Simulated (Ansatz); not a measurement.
The system is SbC.

```
CELL_PARAMETERS angstrom
3.11468 0.00000 0.00000
0.00000 3.11468 0.00000
0.00000 0.00000 3.11468
ATOMIC_POSITIONS crystal
Sb 0.50000 0.50000 0.50000
C 0.00000 0.00000 0.00000
```

The cell was built by a generator and needn't be a form met in nature.

```yaml
Program: Ansatz 0.2.0
Task: relaxation of cell and atoms
Functional: PBEsol
Potentials_or_basis: Ansatz PAW
Cutoff: "420 eV (not typed: the program's choice for these potentials)"
k_mesh: 9 × 9 × 9
Occupations: fermi-dirac, width 0.05 eV
Spin: no spin polarisation
```

At the start: volume 15.11 Å³/atom.

Question: How do energy, volume and symmetry change on relaxing?

Answer: It ends after 4 steps and the volume is 14.40 Å³/atom (-4.7 %); space group Pm-3m (No. 221, to 0.05 Å).

The path:
| step | energy change (eV) | largest force (eV/Å) | volume (Å³) |
| --- | --- | --- | --- |
| 1 | 0.0000 | 0.0000 | 30.22 |
| 2 | -0.0250 | 0.0000 | 28.89 |
| 3 | -0.0252 | 0.0000 | 28.81 |
| 4 | -0.0236 | 0.0000 | 28.81 |

Final structure:
```
Sb C
1.0
     3.06552    0.00000    0.00000
     0.00000    3.06552    0.00000
     0.00000    0.00000    3.06552
Sb C
1 1
Direct
  0.50000 0.50000 0.50000
  0.00000 0.00000 0.00000
```

Caveat: the plane-wave basis is chosen anew once the cell has moved, so the energies of steps on either side of that aren't comparable; the PAW data sets come from PBE, with cores solved anew for the run's functional, which leaves a small shift of forces and pressure.
